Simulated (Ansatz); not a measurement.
# AlPd: the cost of one run

Method: DFT r2SCAN, scalar-relativistic, plane waves, PAW, in Ansatz 0.2.0.

## (1) Starting point

Symmetry: P2_13, No. 198, cubic system. The conventional cell has a = 4.866 Å, b = 4.866 Å, c = 4.866 Å, α = 90.00°, β = 90.00°, γ = 90.00°. Al (site symmetry 3) has 7 Pd at 2.56 to 2.65 Å as nearest neighbours. Around Pd (site symmetry 3) lie 7 Al at 2.56 to 2.65 Å.

Structure file:

```
Al Pd
1.0
     4.86579    0.00000    0.00000
     0.00000    4.86579    0.00000
     0.00000    0.00000    4.86579
Al Pd
4 4
Cartesian
  4.1089 4.1089 4.1089
  3.1898 0.7569 1.6760
  1.6760 3.1898 0.7569
  0.7569 1.6760 3.1898
  0.7213 0.7213 0.7213
  1.7116 4.1445 3.1542
  3.1542 1.7116 4.1445
  4.1445 3.1542 1.7116
```

(A quick probe on a coarse mesh, which set the mesh and smearing, is not shown.)

## (3) Full relaxation

File input.yaml:

```yaml
crystal:
  lattice:
    - [4.8657922, 0.0, 0.0]
    - [0.0, 4.8657922, 0.0]
    - [0.0, 0.0, 4.8657922]
  atoms:
    - { symbol: Al, position: [0.84445308, 0.84445308, 0.84445308] }
    - { symbol: Al, position: [0.65554692, 0.15554692, 0.34445308] }
    - { symbol: Al, position: [0.34445308, 0.65554692, 0.15554692] }
    - { symbol: Al, position: [0.15554692, 0.34445308, 0.65554692] }
    - { symbol: Pd, position: [0.14822952, 0.14822952, 0.14822952] }
    - { symbol: Pd, position: [0.35177048, 0.85177048, 0.64822952] }
    - { symbol: Pd, position: [0.64822952, 0.35177048, 0.85177048] }
    - { symbol: Pd, position: [0.85177048, 0.64822952, 0.35177048] }
basis:
  ecutwfc: 500
kpoints:
  mp_grid: { grid: [8, 8, 8] }
hamiltonian:
  xc: r2scan
scf:
  occupations: { method: gaussian, width: 0.1 }
output:
  forces: true
  stress: true
  eigenvalues: true
  write_density: true
  write_potential: true
  elf: true
  volumetric_format: npy
relax:
  adjacent_minimum: "off"
  f_tol: 0.01
  max_steps: 80
  cell: { stress_tol: 0.05 }
```

Launch:

```console
$ ansatz run input.yaml --threads 1 --pin off --max-ram 2560MiB --backend cpu --events-out ev --progress --plain --runs-dir out
```

What time and memory should one allow on 1 thread of Intel Xeon 6975P-C (Granite Rapids), shared host?

About 68 s, with a peak of 0.67 GiB.
